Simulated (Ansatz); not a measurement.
**F₂H₄MoO₄: one species, many methods**

The task here is to estimate one member of a computed series from the others.

Method: functionals in def2-TZVPP, the program's frozen cores in correlated methods; program: Ansatz 0.2.0, Gaussian basis.

Levels to be run: LDA (SPW92), PBE-D4, revPBE-D4, BLYP-D4, r2SCAN-D4, B97M-V, PBE0-D4, B3LYP-D4, r2SCANh-D4, r2SCAN0-D4, HSE06-D4, BHLYP-D4, CAM-B3LYP-D4, LC-ωPBE, ωB97X-V, ωB97M-V, B2PLYP, PBE-QIDH; CCSD(T)/def2-SVP; MP2/def2-TZVPP; MP2/def2-QZVPP; RPA on PBE.

### The geometry

An earlier PBE0-D4 in a triple-zeta def2 set relaxation fixed the geometry. Mo takes the def2 core potential; no spin-orbit term is included.

SMILES `[OH][Mo]([OH])([OH])([OH])([F])[F]`, 11 atoms, charge 0, spin multiplicity 1.

Atoms are counted from 1 here; the program's logs count them from 0.

Bond lengths: O1–Mo2 1.900 Å, O1–H8 0.963 Å, Mo2–O3 1.901 Å, Mo2–O4 1.840 Å, Mo2–O5 1.840 Å, Mo2–F6 1.875 Å, Mo2–F7 1.876 Å, O3–H9 0.963 Å, O4–H10 0.962 Å, O5–H11 0.963 Å. Angles: Mo2–O1–H8 115.5°, O1–Mo2–O3 172.0°, O1–Mo2–O4 82.3°, O1–Mo2–O5 103.1°, O1–Mo2–F6 94.0°, O1–Mo2–F7 80.2°, O3–Mo2–O4 103.3°, O3–Mo2–O5 82.2°, O3–Mo2–F6 80.3°, O3–Mo2–F7 93.7°, O4–Mo2–O5 95.8°, O4–Mo2–F6 91.6°, O4–Mo2–F7 162.1°, O5–Mo2–F6 162.1°, O5–Mo2–F7 91.9°, F6–Mo2–F7 85.9°, Mo2–O3–H9 115.5°, Mo2–O4–H10 124.2° and more.

Coordinates:

```
atom    x (Å)    y (Å)    z (Å)
  O1  -1.0489  -1.3778   0.7908
 Mo2   0.0189  -0.0058   0.0247
  O3   1.2489   1.3308  -0.5349
  O4  -0.3055  -0.9548  -1.5184
  O5  -1.2003   1.3293  -0.3188
  F6   1.6318  -0.9193   0.3096
  F7   0.1292   0.4767   1.8339
  H8  -1.0846  -1.3872   1.7533
  H9   2.1793   1.1188  -0.4035
 H10  -0.5992  -1.8712  -1.5382
 H11  -0.9697   2.2604  -0.3984
```

Set-up of the first run:

in.yaml reads:

```yaml
crystal:
  periodic: [false, false, false]
  atoms:
    - {symbol: O, position_ang: [-1.048877, -1.377770, 0.790764]}
    - {symbol: Mo, position_ang: [0.018863, -0.005760, 0.024694]}
    - {symbol: O, position_ang: [1.248901, 1.330790, -0.534924]}
    - {symbol: O, position_ang: [-0.305511, -0.954795, -1.518368]}
    - {symbol: O, position_ang: [-1.200258, 1.329316, -0.318814]}
    - {symbol: F, position_ang: [1.631844, -0.919293, 0.309568]}
    - {symbol: F, position_ang: [0.129164, 0.476706, 1.833950]}
    - {symbol: H, position_ang: [-1.084589, -1.387245, 1.753301]}
    - {symbol: H, position_ang: [2.179273, 1.118786, -0.403541]}
    - {symbol: H, position_ang: [-0.599167, -1.871166, -1.538233]}
    - {symbol: H, position_ang: [-0.969654, 2.260442, -0.398386]}
basis:
  gaussian: {orbitals: def2-TZVPP}
hamiltonian: {xc: lda}
output: {orbitals: {seedname: orbitals}}
```

Started as:

```
ansatz run in.yaml --threads 8 --pin off --events-out ev --progress --plain --max-ram 20889MiB
```

Among the steps run: LDA; PBE-D4 (GGA); revPBE-D4 (GGA); BLYP-D4 (GGA); r2SCAN-D4 (meta-GGA); B97M-V (meta-GGA); B3LYP-D4 (hybrid); r2SCANh-D4 (hybrid); r2SCAN0-D4 (hybrid); HSE06-D4 (hybrid); BHLYP-D4 (hybrid); CAM-B3LYP-D4 (range-separated); LC-ωPBE (range-separated); ωB97X-V (range-separated); ωB97M-V (range-separated); B2PLYP (double hybrid); PBE-QIDH (double hybrid).

One of the session's tables, all rows but one given; the rest of the session is left out.

It belongs to the step «Orbital energies across the functionals». 

| functional | HOMO (eV) | LUMO (eV) | gap (eV) |
| --- | --- | --- | --- |
| LDA (SPW92) | -7.93 | -4.28 | 3.65 |
| PBE-D4 | -7.70 | -4.06 | 3.64 |
| revPBE-D4 | -7.61 | -3.97 | 3.64 |
| BLYP-D4 | -7.63 | -4.01 | 3.62 |
| r2SCAN-D4 | -8.12 | -4.15 | 3.97 |
| B97M-V | ? | ? | ? |
| PBE0-D4 | -9.47 | -3.53 | 5.94 |
| B3LYP-D4 | -9.21 | -3.76 | 5.45 |
| r2SCANh-D4 | -8.78 | -3.93 | 4.85 |
| r2SCAN0-D4 | -9.77 | -3.59 | 6.18 |
| HSE06-D4 | -9.06 | -3.91 | 5.15 |
| BHLYP-D4 | -11.18 | -2.87 | 8.31 |
| CAM-B3LYP-D4 | -10.97 | -2.53 | 8.44 |
| LC-ωPBE | -12.26 | -1.37 | 10.89 |
| ωB97X-V | -11.94 | -1.43 | 10.50 |
| ωB97M-V | -11.88 | -1.45 | 10.43 |

**Question.** Estimate the row for B97M-V.

As computed: HOMO (eV): -8.24; LUMO (eV): -4.14; gap (eV): 4.09. In the column «HOMO (eV)» it lies between r2SCANh-D4 (-8.78) and r2SCAN-D4 (-8.12).
